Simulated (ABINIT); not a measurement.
# Ge3Pd in ABINIT: the effect of functional

The system is Ge3Pd.

```
Pd Ge
1.0
     4.14202    0.00000    0.00000
     0.00000    4.14202    0.00000
     0.00000    0.00000    4.14202
Pd Ge
1 3
Direct
  0.00000 0.00000 0.00000
  0.50000 0.50000 0.00000
  0.50000 0.00000 0.50000
  0.00000 0.50000 0.50000
```

The cell comes from a database or a generator and needn't be the stable form of this composition.

Alike in all runs:

```yaml
Program: ABINIT 10.8.3 (patched build)
Task: band structure
k_mesh: 7 × 7 × 7
Occupations: fermi-dirac, width 0.05 eV
Spin: no spin polarisation
```

```csv
functional,potentials or basis,cutoff,pressure (GPa)
PBEsol,PseudoDojo NC SR PBEsol v0.4.1 standard,1116 eV,-4.7
LDA,JTH PAW LDA v2.0,599 eV,?
r2SCAN,JTH PAW PBE v2.0,707 eV,-2.1
```

Task: What does the run with functional LDA give?

Result: Pressure -7.4 GPa.

Caveats: the PAW data sets were made with another functional, which shifts forces and pressure a little (some runs).

Runs at the PBE level aren't shown here.
